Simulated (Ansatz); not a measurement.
**Ga₂HCl (singlet): the correlation ladder, cc-pVDZ**

Aim: climb from Hartree-Fock through coupled cluster and multireference methods for Ga₂HCl (singlet) at one geometry and basis, and see what each rung misses.

Computed with Ansatz 0.2.0, Gaussian basis. Level: cc-pVDZ, core rule «outside noble gas», up to 33 orbitals frozen.

To be run: UHF; CCSD(T) on RHF; BCCD(T) on RHF; CISD; CCSDT(Q) on RHF; CASSCF and MRCISD+Q, 8 electrons in 8 orbitals; CASSCF and NEVPT2, 8 electrons in 8 orbitals.

29 further runs of the same task are left out: 20 that didn't finish, 9 set aside as unsound or not needed.

## Step 1: The system

The geometry is a PBE0/def2-TZVP stationary point (not a proven minimum). No spin-orbit coupling is included. The filled d shell of Ga may be among the frozen orbitals whatever the setting's name suggests; the logs give the count.

4 atoms, charge 0, spin multiplicity 1.

Atoms are counted from 1 here; the program's logs count them from 0.

Bond lengths: Cl1–Ga2 2.191 Å, Ga2–Ga3 2.689 Å, Ga3–H4 1.806 Å. Angles: Cl1–Ga2–Ga3 147.3°, Ga2–Ga3–H4 49.3°.

As a file:

```xyz
4
charge 0, multiplicity 1
Cl   -0.0008    0.4018    2.6831
Ga    0.0007   -0.3839    0.6383
Ga   -0.0005    0.1614   -1.9945
H     0.0125    1.2623   -0.5628
```

## Step 2: UHF

in.yaml reads:

```yaml
crystal:
  periodic: [false, false, false]
  atoms:
    - {symbol: Cl, position_ang: [-0.000771, 0.401827, 2.683116]}
    - {symbol: Ga, position_ang: [0.000680, -0.383928, 0.638284]}
    - {symbol: Ga, position_ang: [-0.000469, 0.161358, -1.994468]}
    - {symbol: H, position_ang: [0.012506, 1.262269, -0.562799]}
basis:
  gaussian: {orbitals: cc-pVDZ}
magnetization: {spin_polarized: true, initial_magnetization: 0}
hamiltonian: {xc: hf}
output: {orbitals: {seedname: orbitals}}
```

On the command line:

```
> ansatz run in.yaml --threads 1 --pin off --events-out ev --progress --plain --max-ram 2393MiB
```

The runs that follow: CCSD(T) on RHF; BCCD(T) on RHF; CISD; CCSDT(Q) on RHF; CASSCF and MRCISD+Q, 8 electrons in 8 orbitals; CASSCF and NEVPT2, 8 electrons in 8 orbitals.

**Question.** What will the summary of the whole plan be? Wanted: RCCSDT(Q) below the RHF energy; RMP2 from RCCSDT(Q); RCCSD from RCCSDT(Q); RCCSD(T) from RCCSDT(Q); MRCISD+Q frontier from RCCSDT(Q); T1 diagnostic.

As calculated:

| quantity | value |
| --- | --- |
| RCCSDT(Q) below the RHF energy | -7.8380 eV |
| RMP2 from RCCSDT(Q) | +30.09 kcal/mol |
| RCCSD from RCCSDT(Q) | +6.08 kcal/mol |
| RCCSD(T) from RCCSDT(Q) | +1.19 kcal/mol |
| MRCISD+Q frontier from RCCSDT(Q) | +2.12 kcal/mol |
| levels within 1 kcal/mol (43 meV) | RCCSDT |
| T1 diagnostic | 0.015 |

What this shows: RCCSD(T) lands +1.19 kcal/mol from the yardstick (0.7 % of the correlation energy). These misses are within one basis, not against nature.
